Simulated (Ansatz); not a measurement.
# CaMn2Bi2: the cost of one run

Computed with Ansatz 0.2.0 (DFT PBE, scalar-relativistic, plane waves, PAW, unless a step's input says otherwise).

2 further runs of the same task are left out: 2 set aside as unsound or not needed. Runs told in other sessions of the task aren't counted.

### Step 1. The structure to begin with

The structure is trigonal, space group P-3m1 (No. 164). Conventional cell: a = 4.604 Å, b = 4.604 Å, c = 7.772 Å, α = 90.00°, β = 90.00°, γ = 120.00°. Ca (site symmetry -3m) is surrounded by 6 Bi at 3.29 Å. Around Mn (site symmetry 3m) lie 4 Bi at 2.85 to 2.87 Å and 3 Mn at 3.23 Å. Bi (site symmetry 3m) has 4 Mn at 2.85 to 2.87 Å and 3 Ca at 3.29 Å in its first shell of neighbours.

Structure file:

```
Ca Mn Bi
1.0
     4.60425    0.00000    0.00000
    -2.30212    3.98740    0.00000
     0.00000    0.00000    7.77216
Ca Mn Bi
1 2 2
Direct
  0.00000 0.00000 0.00000
  0.66667 0.33333 0.61846
  0.33333 0.66667 0.38154
  0.66667 0.33333 0.24938
  0.33333 0.66667 0.75062
```

This cell comes from an earlier session at PBE: 28.538 Å³/atom at 0.00 GPa, on a 10×10×6 mesh.

### Step 2. Antiferromagnetic, in the cell as typed

The input, input.yaml:

```yaml
crystal:
  lattice:
    - [4.6042488433, 0.0, 0.0]
    - [-2.3021244217, 3.9873964636, 0.0]
    - [0.0, 0.0, 7.7721564889]
  atoms:
    - { symbol: Ca, position: [0.0, 0.0, 0.0] }
    - { symbol: Mn, position: [0.6666666667, 0.3333333333, 0.6184602734], spin: 3.5 }
    - { symbol: Mn, position: [0.3333333333, 0.6666666667, 0.3815397266], spin: -3.5 }
    - { symbol: Bi, position: [0.6666666667, 0.3333333333, 0.2493781944] }
    - { symbol: Bi, position: [0.3333333333, 0.6666666667, 0.7506218056] }
basis:
  ecutwfc: 420
  ecutrho_ratio: 4
kpoints:
  mp_grid: { grid: [10, 10, 6] }
hamiltonian:
  xc: pbe
scf:
  occupations: { method: gaussian, width: 0.05 }
  lower_state_search: "off"
output:
  forces: true
  stress: true
  eigenvalues: true
  populations: true
magnetization:
  spin_polarized: true
```

Run with:

```bash
> ansatz run input.yaml --threads 4 --pin off --max-ram 10240MiB --backend cpu --events-out ev --progress --plain --runs-dir out
```

Q: Estimate wall time and peak memory on 4 threads of AMD EPYC 9R45 (Zen 5), shared host.

About 15 s, with a peak of 0.99 GiB.
